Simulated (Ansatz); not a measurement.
# Ta: stress in a strained cell

Aim: deform Ta (zz strain of +2 %) and compute stress, forces and field gradients with LAPW, PAW and all-electron datasets made for the crystal.

Computed with Ansatz 0.2.0 (DFT PBEsol, scalar-relativistic, unless a step's input says otherwise).

**1. The starting structure**

Symmetry: Im-3m, No. 229, cubic system. The conventional cell has a = 3.303 Å, b = 3.303 Å, c = 3.303 Å, α = 90.00°, β = 90.00°, γ = 90.00°. Around Ta (site symmetry m-3m) lie 8 Ta at 2.86 Å.

As a file:

```
Ta
1.0
    -1.65128    1.65128    1.65128
     1.65128   -1.65128    1.65128
     1.65128    1.65128   -1.65128
Ta
1
Direct
  0.00000 0.00000 0.00000
```

**2. After the deformation**

Space group Im-3m before, I4/mmm after.

**3. Full-potential LAPW**

Contents of input.yaml:

```yaml
crystal:
  lattice:
    - [-1.65128, 1.65128, 1.6843056]
    - [1.65128, -1.65128, 1.6843056]
    - [1.65128, 1.65128, -1.6843056]
  atoms:
    - { symbol: Ta, position: [0.0, 0.0, 0.0] }
kpoints:
  mp_grid: { grid: [17, 17, 17] }
  band_path:
    path:
      - [0.0, 0.0, 0.0]
      - [0.0, 0.0, 0.5]
      - [0.25, 0.25, 0.25]
      - [0.0, 0.5, 0.0]
      - [0.0, 0.0, 0.0]
      - [0.5, 0.5, -0.5]
      - [0.4902921953, 0.5097078047, -0.4902921953]
      - [-0.4902921953, 0.4902921953, 0.4902921953]
      - [0.0, 0.0, 0.0]
    npoints: 5
scf:
  occupations: { method: fermi_dirac, width: 0.08 }
hamiltonian:
  xc: pbesol
  pseudopotentials: { kind: all_electron, lapw: { basis_error: 0.0005 } }
output:
  forces: true
  stress: true
  eigenvalues: true
```

Started as:

```console
ansatz run input.yaml --threads 1 --pin off --max-ram 3072MiB --backend cpu --events-out ev --progress --plain --runs-dir out
```

**4. PAW with frozen cores**

Contents of input.yaml:

```yaml
crystal:
  lattice:
    - [-1.65128, 1.65128, 1.6843056]
    - [1.65128, -1.65128, 1.6843056]
    - [1.65128, 1.65128, -1.6843056]
  atoms:
    - { symbol: Ta, position: [0.0, 0.0, 0.0] }
kpoints:
  mp_grid: { grid: [17, 17, 17] }
scf:
  occupations: { method: fermi_dirac, width: 0.08 }
hamiltonian:
  xc: pbesol
  pseudopotentials: { kind: paw }
output:
  forces: true
  stress: true
  eigenvalues: true
  efg: { contact_densities: true }
  write_density: true
  write_potential: true
  elf: true
  volumetric_format: npy
```

**5. Datasets made for this crystal**

Edit input.yaml of step 4 so:

```diff
@@ -13,3 +13,3 @@
   xc: pbesol
-  pseudopotentials: { kind: paw }
+  pseudopotentials: { kind: all_electron, datasets: crystal }
 output:
@@ -19,5 +19 @@
   efg: { contact_densities: true }
-  write_density: true
-  write_potential: true
-  elf: true
-  volumetric_format: npy
```

(Steps that only read results are left out.)

What does the calculation give? Wanted: pressure; largest shear or deviatoric stress.

**Answer**, as computed:

| quantity | value |
| --- | --- |
| pressure | LAPW -7.49, PAW -7.45, crystal datasets -7.49 GPa |
| largest shear or deviatoric stress (LAPW) | 1.29 GPa |

**Reading.** The largest part of the stress beyond the pressure is 1.29 GPa in size, in the zz component. No run of the undeformed cell stands beside it, so the pressure holds what the given cell had before the change. PAW: stress within 0.04 GPa of LAPW. Crystal datasets: stress within 0.01 GPa of LAPW. Spin-orbit coupling is left out, though the cell holds Ta; in elements this heavy it can shift bands and gaps by tenths of an eV.
